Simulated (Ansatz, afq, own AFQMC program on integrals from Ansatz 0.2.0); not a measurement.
# CoN2+ (triplet): quantum Monte Carlo beside coupled cluster at distance Co1–N2 = 3.542 Å, def2-SVP

Aim: compute CoN2+ (triplet) with auxiliary-field quantum Monte Carlo on the same integrals as coupled cluster, and set the energies side by side.

Computed with Ansatz 0.2.0, Gaussian basis, and an in-house AFQMC program (afq) on its integrals; all values are calculated. Level: def2-SVP, frozen cores.

The runs, in order: PBE (unrestricted); CCSD(T) on UHF; r2SCAN (unrestricted); PBE0 (unrestricted); B3LYP (unrestricted); CCSDT(Q) on UHF; wB97M-V (unrestricted); B2PLYP (unrestricted); Phaseless AFQMC, CISD trial on UHF.

2 further runs of the same task are left out: 2 that didn't finish.

## Step 1: The geometry

The geometry derives from a PBE0/def2-TZVP stationary point (not a proven minimum). One bond is set to the value named and the two fragments are kept rigid.

3 atoms, charge 1, spin multiplicity 3.

Atoms are counted from 1 here; the program's logs count them from 0.

Bond lengths: N2–N3 1.092 Å.

As a file:

```xyz
3

Co    0.0000    0.0000    2.7253
N     0.0000    0.0000   -0.8167
N     0.0000    0.0000   -1.9087
```

## Step 2: PBE (unrestricted)

File in.yaml:

```yaml
crystal:
  periodic: [false, false, false]
  atoms:
    - {symbol: Co, position_ang: [0.000000, 0.000000, 2.725333]}
    - {symbol: N, position_ang: [0.000000, 0.000000, -0.816667]}
    - {symbol: N, position_ang: [0.000000, 0.000000, -1.908667]}
basis:
  gaussian: {orbitals: def2-SVP}
total_charge: 1
magnetization: {spin_polarized: true, initial_magnetization: 2}
hamiltonian: {xc: {name: PBE}}
output: {orbitals: {seedname: orbitals}}
```

The run is started by

```console
$ ansatz run in.yaml --threads 1 --pin off --events-out ev --progress --plain --max-ram 5120MiB --backend cpu
```

The program printed:

```text
Functional definition: PBE
  name "PBE"
  cite "Perdew, Burke & Ernzerhof, Phys. Rev. Lett. 77, 3865 (1996) doi:10.1103/PhysRevLett.77.3865"
  parent pbe
  parameter kappa = 0.804
  parameter beta = 0.06672455060314922
  exchange = pbe_x(kappa = kappa, mu = beta*pi^2/3)
  correlation = pbe_c(beta = beta)
730 factors; their error is unknown
mean field evaluation 1: about -40564.7452 eV, gradient 6.4e1 eV
mean field evaluation 2: about -40289.8350 eV, gradient 1.2e2 eV
mean field evaluation 4: about -40120.2109 eV, gradient 2.0e2 eV
mean field evaluation 8: about -40580.3345 eV, gradient 5.0e0 eV
mean field evaluation 16: about -40580.4970 eV, gradient 4.2e-1 eV
mean field evaluation 32: about -40580.5158 eV, gradient 6.3e-2 eV
mean field evaluation 64: about -40580.4904 eV, gradient 2.3e-6 eV
mean field evaluation 96: about -40580.4904 eV, gradient 2.3e-5 eV
mean field evaluation 128: about -40580.4904 eV, gradient 2.1e-2 eV
mean field evaluation 160: about -40580.3742 eV, gradient 5.3e0 eV
mean field evaluation 192: about -40580.5158 eV, gradient 1.2e-1 eV
mean field evaluation 224: about -40578.5441 eV, gradient 7.9e-1 eV
mean field evaluation 256: about -40580.5150 eV, gradient 3.1e-1 eV
mean field evaluation 288: about -40580.5049 eV, gradient 9.5e-2 eV
mean field evaluation 320: about -40580.4414 eV, gradient 2.9e0 eV
mean field evaluation 352: about -40580.4915 eV, gradient 4.7e-2 eV
mean field -40580.51835010 eV, -1491.3065429028 hartree, gradient 3.6e-6 eV, S^2 2.277025; 16 other end points of the search recorded, 0 dependent functions left out
reference -40580.51839688 eV, -1491.3065446222 hartree; 21, 19 occupied and 38, 40 virtual orbitals, 730 factors
Total energy: -40580.51839688 eV, -1491.3065446222 hartree
```

Run time: 29 s. Hardware: 1 thread of AMD EPYC 7R13 (Zen 3), shared host; peak memory 1.6 GiB.

From the report: ⟨S²⟩ of the determinant 2.277 (pure triplet: 2.00).

## Step 3: CCSD(T) on UHF

in.yaml: that of step 2 with these lines changed.

```diff
@@ -10,3 +10,2 @@
 magnetization: {spin_polarized: true, initial_magnetization: 2}
-hamiltonian: {xc: {name: PBE}}
-output: {orbitals: {seedname: orbitals}}
+correlation: {method: ccsd_t, electrons: outside_noble_gas, hamiltonian_folder: ham}
```

The run is started by

```console
$ ansatz run in.yaml --threads 1 --pin off --events-out ev --progress --plain --max-ram 15360MiB --backend cuda --devices 0, --max-vram 18GiB
```

The program printed, shortened:

```text
Functional definition: HF
  name "HF"
  cite "Fock, Z. Phys. 61, 126 (1930) doi:10.1007/BF01340294"
  parent pbe
[...]
616 factors; integrals over basis functions are off by at most 1.2e-3 eV
[...]
mean field -40539.63090911 eV, -1489.8039571611 hartree, gradient 1.8e-6 eV, S^2 3.004382; 50 other end points of the search recorded, 0 dependent functions left out
determinant -40539.63090911 eV, -1489.8039571611 hartree, with singles and doubles -40551.36483835 eV, -1490.2351711070 hartree
determinant -40539.63069491 eV, -1489.8039492894 hartree, with singles and doubles -40551.36451739 eV, -1490.2351593121 hartree
determinant -40539.63011320 eV, -1489.8039279118 hartree, with singles and doubles -40551.36361551 eV, -1490.2351261685 hartree
determinant -40539.17612857 eV, -1489.7872442844 hartree, with singles and doubles -40551.08123093 eV, -1490.2247487267 hartree
[...]
determinant -40538.69897927 eV, -1489.7697093711 hartree, with singles and doubles -40551.74997028 eV, -1490.2493244445 hartree
determinant -40538.43375133 eV, -1489.7599624241 hartree, with singles and doubles -40551.70329954 eV, -1490.2476093263 hartree
determinant -40538.28079906 eV, -1489.7543415318 hartree, with singles and doubles -40551.50544365 eV, -1490.2403382564 hartree
[...]
11 core orbitals not correlated: weight in the atoms' cores, before any rotation towards them, 1.000 or more for the frozen orbitals, at most 0.000 for the correlated occupied ones
reference -40538.70201303 eV, -1489.7698208598 hartree; 10, 8 occupied and 38, 40 virtual orbitals, 616 factors
second order -13.21160730 eV of doubles, -0.00000000 eV of singles
cycle   1  -12.58809998 eV  change    6.2e-1 eV  update   8.7e-2
[...]
cycle  20  -13.05279766 eV  change   -9.5e-6 eV  update   1.8e-5
perturbative correction -0.42807629 eV, -0.0157315136 hartree
Total energy: -40552.18288699 eV, -1490.2652338399 hartree
```

Wall time 2.1 min (1 × NVIDIA H100 80GB HBM3 with 1 thread of AMD EPYC 7R13 (Zen 3), shared host); peak host memory 1.6 GiB.

From the report: ⟨S²⟩ of the determinant 2.002 (pure triplet: 2.00); correlation -13.4809 eV; T1 0.012; largest double amplitude 0.10.

This run also writes the integrals to the folder ham.

## Step 4: r2SCAN (unrestricted)

in.yaml: that of step 3 with these lines changed.

```diff
@@ -10,2 +10,2 @@
 magnetization: {spin_polarized: true, initial_magnetization: 2}
-correlation: {method: ccsd_t, electrons: outside_noble_gas, hamiltonian_folder: ham}
+hamiltonian: {xc: {name: r2SCAN}}
```

The run is started by

```console
$ ansatz run in.yaml --threads 1 --pin off --events-out ev --progress --plain --max-ram 5120MiB --backend cpu
```

The program printed, shortened:

```text
Functional definition: r2SCAN
  name "r2SCAN"
  cite "Furness, Kaplan, Ning, Perdew & Sun, J. Phys. Chem. Lett. 11, 8208 (2020) doi:10.1021/acs.jpclett.0c02405"
  cite "Furness, Kaplan, Ning, Perdew & Sun, J. Phys. Chem. Lett. 11, 9248 (2020) doi:10.1021/acs.jpclett.0c03077"
  parent r2scan
[...]
730 factors; their error is unknown
[...]
mean field -40588.42877415 eV, -1491.5972456248 hartree, gradient 7.6e-6 eV, S^2 2.164062; 19 other end points of the search recorded, 0 dependent functions left out
reference -40588.42879129 eV, -1491.5972462548 hartree; 21, 19 occupied and 38, 40 virtual orbitals, 730 factors
Total energy: -40588.42879129 eV, -1491.5972462548 hartree
```

Wall time 2.4 min (1 thread of AMD EPYC 7R13 (Zen 3), shared host); peak memory 1.6 GiB.

From the report: ⟨S²⟩ of the determinant 2.164 (pure triplet: 2.00).

## Step 5: PBE0 (unrestricted)

in.yaml: that of step 4 with these lines changed.

```diff
@@ -10,2 +10,3 @@
 magnetization: {spin_polarized: true, initial_magnetization: 2}
-hamiltonian: {xc: {name: r2SCAN}}
+hamiltonian: {xc: {name: PBE0}}
+output: {orbitals: {seedname: orbitals}}
```

The command is unchanged.

The program printed, shortened:

```text
Functional definition: PBE0
  name "PBE0"
  cite "Adamo & Barone, J. Chem. Phys. 110, 6158 (1999) doi:10.1063/1.478522"
  cite "Perdew, Burke & Ernzerhof, Phys. Rev. Lett. 77, 3865 (1996) doi:10.1103/PhysRevLett.77.3865"
  parent pbe
[...]
616 factors; integrals over basis functions are off by at most 1.2e-3 eV
[...]
mean field -40581.13071282 eV, -1491.3290468177 hartree, gradient 8.3e-6 eV, S^2 2.006422; 8 other end points of the search recorded, 0 dependent functions left out
reference -40581.13075006 eV, -1491.3290481863 hartree; 21, 19 occupied and 38, 40 virtual orbitals, 616 factors
Total energy: -40581.13075006 eV, -1491.3290481863 hartree
```

Wall time 17 s (1 thread of AMD EPYC 7R13 (Zen 3), shared host); peak memory 1.6 GiB.

From the report: ⟨S²⟩ of the determinant 2.006 (pure triplet: 2.00).

## Step 6: B3LYP (unrestricted)

in.yaml: that of step 5 with these lines changed.

```diff
@@ -10,3 +10,2 @@
 magnetization: {spin_polarized: true, initial_magnetization: 2}
-hamiltonian: {xc: {name: PBE0}}
-output: {orbitals: {seedname: orbitals}}
+hamiltonian: {xc: {name: B3LYP}}
```

Same command.

The program printed, shortened:

```text
Functional definition: B3LYP
  name "B3LYP"
  cite "Stephens, Devlin, Chabalowski & Frisch, J. Phys. Chem. 98, 11623 (1994) doi:10.1021/j100096a001"
  cite "Becke, Phys. Rev. A 38, 3098 (1988) doi:10.1103/PhysRevA.38.3098"
  cite "Lee, Yang & Parr, Phys. Rev. B 37, 785 (1988) doi:10.1103/PhysRevB.37.785"
  cite "Vosko, Wilk & Nusair, Can. J. Phys. 58, 1200 (1980) doi:10.1139/p80-159"
[...]
616 factors; integrals over basis functions are off by at most 1.2e-3 eV
[...]
mean field -40591.67909741 eV, -1491.7166928014 hartree, gradient 8.7e-6 eV, S^2 2.122617; 10 other end points of the search recorded, 0 dependent functions left out
reference -40591.67932526 eV, -1491.7167011747 hartree; 21, 19 occupied and 38, 40 virtual orbitals, 616 factors
Total energy: -40591.67932526 eV, -1491.7167011747 hartree
```

Wall time 29 s (1 thread of AMD EPYC 7R13 (Zen 3), shared host); peak memory 1.6 GiB.

From the report: ⟨S²⟩ of the determinant 2.123 (pure triplet: 2.00).

## Step 7: CCSDT(Q) on UHF

in.yaml: that of step 6 with these lines changed.

```diff
@@ -10,2 +10,2 @@
 magnetization: {spin_polarized: true, initial_magnetization: 2}
-hamiltonian: {xc: {name: B3LYP}}
+correlation: {method: ccsdt_q, electrons: outside_noble_gas}
```

The run is started by

```console
$ ansatz run in.yaml --threads 1 --pin off --events-out ev --progress --plain --max-ram 15360MiB --backend cuda --devices 0, --max-vram 18GiB
```

The program printed, shortened:

```text
Functional definition: HF
  name "HF"
  cite "Fock, Z. Phys. 61, 126 (1930) doi:10.1007/BF01340294"
  parent pbe
[...]
1031 factors; integrals over basis functions are off by at most 1.7e-7 eV
[...]
mean field -40539.63094976 eV, -1489.8039586548 hartree, gradient 5.1e-10 eV, S^2 3.004382; 54 other end points of the search recorded, 0 dependent functions left out
determinant -40539.63094976 eV, -1489.8039586548 hartree, with singles and doubles -40551.36490033 eV, -1490.2351733848 hartree
determinant -40539.63073589 eV, -1489.8039507952 hartree, with singles and doubles -40551.36458001 eV, -1490.2351616132 hartree
determinant -40539.63015510 eV, -1489.8039294515 hartree, with singles and doubles -40551.36367864 eV, -1490.2351284885 hartree
determinant -40539.17616872 eV, -1489.7872457601 hartree, with singles and doubles -40551.08129186 eV, -1490.2247509659 hartree
[...]
determinant -40538.28087098 eV, -1489.7543441747 hartree, with singles and doubles -40551.50516357 eV, -1490.2403279639 hartree
determinant -40538.28085339 eV, -1489.7543435283 hartree, with singles and doubles -40551.50533041 eV, -1490.2403340951 hartree
determinant -40538.28082720 eV, -1489.7543425659 hartree, with singles and doubles -40551.50550562 eV, -1490.2403405337 hartree
11 core orbitals not correlated: weight in the atoms' cores, before any rotation towards them, 1.000 or more for the frozen orbitals, at most 0.000 for the correlated occupied ones
reference -40538.70204008 eV, -1489.7698218537 hartree; 10, 8 occupied and 38, 40 virtual orbitals, 1031 factors
second order -13.21165549 eV of doubles, -0.00000000 eV of singles
cycle   1  -12.58813475 eV  change    6.2e-1 eV  update   1.0e-1
[...]
cycle  25  -13.48266438 eV  change    8.3e-8 eV  update   2.1e-6
perturbative correction -0.04119643 eV, -0.0015139409 hartree
Total energy: -40552.22590089 eV, -1490.2668145717 hartree
```

Wall time 2.5 min (1 × NVIDIA H100 80GB HBM3 with 1 thread of AMD EPYC 7R13 (Zen 3), shared host); peak host memory 1.6 GiB.

From the report: ⟨S²⟩ of the determinant 2.002 (pure triplet: 2.00); correlation -13.5239 eV; T1 0.010; largest double amplitude 0.10.

## Step 8: wB97M-V (unrestricted)

in.yaml: that of step 7 with these lines changed.

```diff
@@ -10,2 +10,3 @@
 magnetization: {spin_polarized: true, initial_magnetization: 2}
-correlation: {method: ccsdt_q, electrons: outside_noble_gas}
+hamiltonian: {xc: {name: wB97M-V}}
+output: {orbitals: {seedname: orbitals}}
```

The run is started by

```console
$ ansatz run in.yaml --threads 1 --pin off --events-out ev --progress --plain --max-ram 5120MiB --backend cpu
```

The program printed, shortened:

```text
Functional definition: wB97M-V
  name "wB97M-V"
  cite "Mardirossian & Head-Gordon, J. Chem. Phys. 144, 214110 (2016) doi:10.1063/1.4952647"
  cite "Becke, J. Chem. Phys. 107, 8554 (1997) doi:10.1063/1.475007"
  cite "Vydrov & Van Voorhis, J. Chem. Phys. 133, 244103 (2010) doi:10.1063/1.3521275"
  # Of w^i u^j: cxij and so on, Table III.
[...]
  gx(w, u) = 1 - cx + cx01*u + cx10*w
  gss(w, u) = css00 + css04*u^4 + css10*w + css20*w^2 + css43*w^4*u^3
  gos(w, u) = cos00 + cos10*w + (cos20 + cos21*u)*w^2 + (cos60 + cos61*u)*w^6
[...]
      + integral(e_c_pw_mod_opposite_spin*gos(b97_w_opposite, b97_u_opposite)) + vv10(b, c)
616 factors; integrals over basis functions are off by at most 1.2e-3 eV
108 factors; integrals over basis functions are off by at most 8.2e-5 eV
[...]
mean field -40588.16039838 eV, -1491.5873829971 hartree, gradient 6.5e-6 eV, S^2 2.091491; 7 other end points of the search recorded, 0 dependent functions left out
reference -40588.16045252 eV, -1491.5873849868 hartree; 21, 19 occupied and 38, 40 virtual orbitals, 616 factors
Total energy: -40588.16045252 eV, -1491.5873849868 hartree
```

Run time: 91 s. Hardware: 1 thread of AMD EPYC 7R13 (Zen 3), shared host; peak memory 1.6 GiB.

From the report: ⟨S²⟩ of the determinant 2.091 (pure triplet: 2.00).

## Step 9: B2PLYP (unrestricted)

in.yaml: that of step 8 with these lines changed.

```diff
@@ -10,3 +10,3 @@
 magnetization: {spin_polarized: true, initial_magnetization: 2}
-hamiltonian: {xc: {name: wB97M-V}}
-output: {orbitals: {seedname: orbitals}}
+hamiltonian: {xc: {name: B2PLYP}}
+correlation: {electrons: outside_noble_gas}
```

Launched as before.

The program printed, shortened:

```text
Functional definition: B2PLYP
  name "B2PLYP"
  cite "Grimme, J. Chem. Phys. 124, 034108 (2006) doi:10.1063/1.2148954"
  cite "Becke, Phys. Rev. A 38, 3098 (1988) doi:10.1103/PhysRevA.38.3098"
  cite "Lee, Yang & Parr, Phys. Rev. B 37, 785 (1988) doi:10.1103/PhysRevB.37.785"
[...]
616 factors; integrals over basis functions are off by at most 1.2e-3 eV
[...]
mean field -40575.65957114 eV, -1491.1279860694 hartree, gradient 2.6e-9 eV, S^2 2.001799; 9 other end points of the search recorded, 0 dependent functions left out
11 core orbitals not correlated: weight in the atoms' cores, before any rotation towards them, 1.000 or more for the frozen orbitals, at most 0.000 for the correlated occupied ones
reference -40575.65970617 eV, -1491.1279910318 hartree; 10, 8 occupied and 38, 40 virtual orbitals, 616 factors
second order -16.23581134 eV of doubles, -0.00000000 eV of singles
Total energy: -40580.04337523 eV, -1491.2890878984 hartree
```

Wall time 32 s (1 thread of AMD EPYC 7R13 (Zen 3), shared host); peak memory 1.6 GiB.

From the report: ⟨S²⟩ of the determinant 2.002 (pure triplet: 2.00).

## Step 10: Phaseless AFQMC, CISD trial on UHF

It reads the integrals that the CCSD(T) run on this determinant wrote.

The run is started by

```console
$ afq ham --method phaseless --trial cisd --walkers 4000 --populations 20 --least-time 60 --time-step 0.005 --steps-per-block 50 --equilibration-blocks 40 --max-blocks 4000 --target-error 0.00051 --factor-cut 1e-05 --start spin_pure --seed 5895 --release-times 0.24,0.6,1.2,1.8,2.6 --release-step 0.04 --release-every 4 --taylor-order 6
```

The program printed:

```text
orbitals 48  electrons 10 8  factors 378 of 616
reference energy -1489.76982086 Eh
CCSD correlation -0.47968154 Eh in 24 cycles, weight of the determinant in the CISD state 0.8684
energy of the start -1490.249497 Eh
 block  time / (1/Eh)  mean weight  energy / Eh
     1     0.250  0.9998  -1490.242906
     2     0.500  0.9996  -1490.250847
     3     0.750  1.0000  -1490.256908
     4     1.000  1.0000  -1490.260934
     5     1.250  1.0002  -1490.261536
     6     1.500  0.9992  -1490.264954
     7     1.750  0.9997  -1490.266007
     8     2.000  0.9998  -1490.266657
     9     2.250  0.9990  -1490.265098
    10     2.500  0.9998  -1490.267411
    11     2.750  1.0002  -1490.266701
    13     3.250  0.9999  -1490.268768
    15     3.750  0.9996  -1490.266344
    17     4.250  1.0005  -1490.265092
    19     4.750  1.0004  -1490.269735
    21     5.250  0.9999  -1490.266940
    23     5.750  1.0001  -1490.268264
    25     6.250  0.9999  -1490.266956
    27     6.750  0.9995  -1490.265933
    29     7.250  0.9992  -1490.265750
    31     7.750  0.9999  -1490.265402
    33     8.250  0.9996  -1490.267417
    35     8.750  1.0003  -1490.265614
    37     9.250  1.0002  -1490.268200
    39     9.750  0.9996  -1490.265960
    41    10.250  0.9997  -1490.264642
    43    10.750  0.9998  -1490.267125
    45    11.250  0.9999  -1490.265102
    47    11.750  0.9998  -1490.268674
    49    12.250  0.9997  -1490.264250
    51    12.750  1.0000  -1490.267508
    53    13.250  1.0004  -1490.267441
    55    13.750  0.9994  -1490.266926
    57    14.250  0.9998  -1490.268774
    59    14.750  0.9995  -1490.268686
    61    15.250  1.0002  -1490.267036
    63    15.750  0.9999  -1490.268161
    65    16.250  0.9993  -1490.264334
    67    16.750  0.9999  -1490.267742
    69    17.250  1.0007  -1490.270890
    71    17.750  1.0003  -1490.265084
    73    18.250  0.9992  -1490.264596
    75    18.750  0.9996  -1490.268578
    77    19.250  0.9999  -1490.265857
    79    19.750  1.0000  -1490.268315
    81    20.250  0.9996  -1490.268342
    83    20.750  1.0000  -1490.269648
    85    21.250  1.0003  -1490.264867
    87    21.750  0.9996  -1490.270118
    89    22.250  0.9996  -1490.268457
    91    22.750  0.9998  -1490.265920
    93    23.250  0.9989  -1490.266621
    95    23.750  1.0001  -1490.266131
    97    24.250  1.0009  -1490.267870
    99    24.750  0.9996  -1490.269081
   101    25.250  0.9999  -1490.268785
   103    25.750  1.0012  -1490.266322
   105    26.250  0.9994  -1490.266319
   107    26.750  0.9998  -1490.268640
   109    27.250  1.0000  -1490.268440
error from the spread of 20 populations
released: time / (1/Eh)  energy / Eh  error  mean overlap
  0.24  -1490.267993  0.000486  0.9957
  0.60  -1490.268052  0.000394  0.9975
  1.20  -1490.267975  0.000528  0.9871
  1.80  -1490.267092  0.000746  0.9766
  2.60  -1490.268300  0.001989  0.9410
energy -1490.267272 +/- 0.000353 Eh
```

Run time: 2.3 min. Hardware: 1 × NVIDIA H100 80GB HBM3 with 2 threads of AMD EPYC 7R13 (Zen 3), shared host; peak host memory 1.6 GiB.

Energy -40552.2383 ± 0.0096 eV. Caveats: constraint bias not in the error.

## Step 11: AFQMC on the ladder

On the UHF determinant, counted from CCSDT(Q) (a yardstick, not exact):

```csv
level,energy (eV),from CCSDT(Q) (meV),statistical error (meV),time
HF,-40538.7020,+13523.9,,
MP2,-40551.9136,+312.3,,
CCSD,-40551.7548,+471.1,,
CCSD(T),-40552.1829,+43.0,,
CCSDT(Q),-40552.2259,0.0,,
"Phaseless AFQMC, CISD trial, step 0.005, 4000 walkers",-40552.2383,-12.4,9.6,2.3 min
```

The functionals' totals stand on their own zeros and serve differences with other points: PBE -40580.518 eV; r2SCAN -40588.429 eV; PBE0 -40581.131 eV; B3LYP -40591.679 eV; wB97M-V -40588.160 eV; B2PLYP -40580.043 eV.

## Step 12: Outcome

```
                                        quantity            value
                    CCSD(T) on UHF from CCSDT(Q)        +43.0 meV
Phaseless AFQMC, CISD trial on UHF from CCSDT(Q)  -12.4 ± 9.6 meV
```

On UHF the phaseless walk with the CISD trial lies -12.4 meV from CCSDT(Q), within three error bars. Error bars are statistical and leave out the constraint, the time step and what remains of the start.
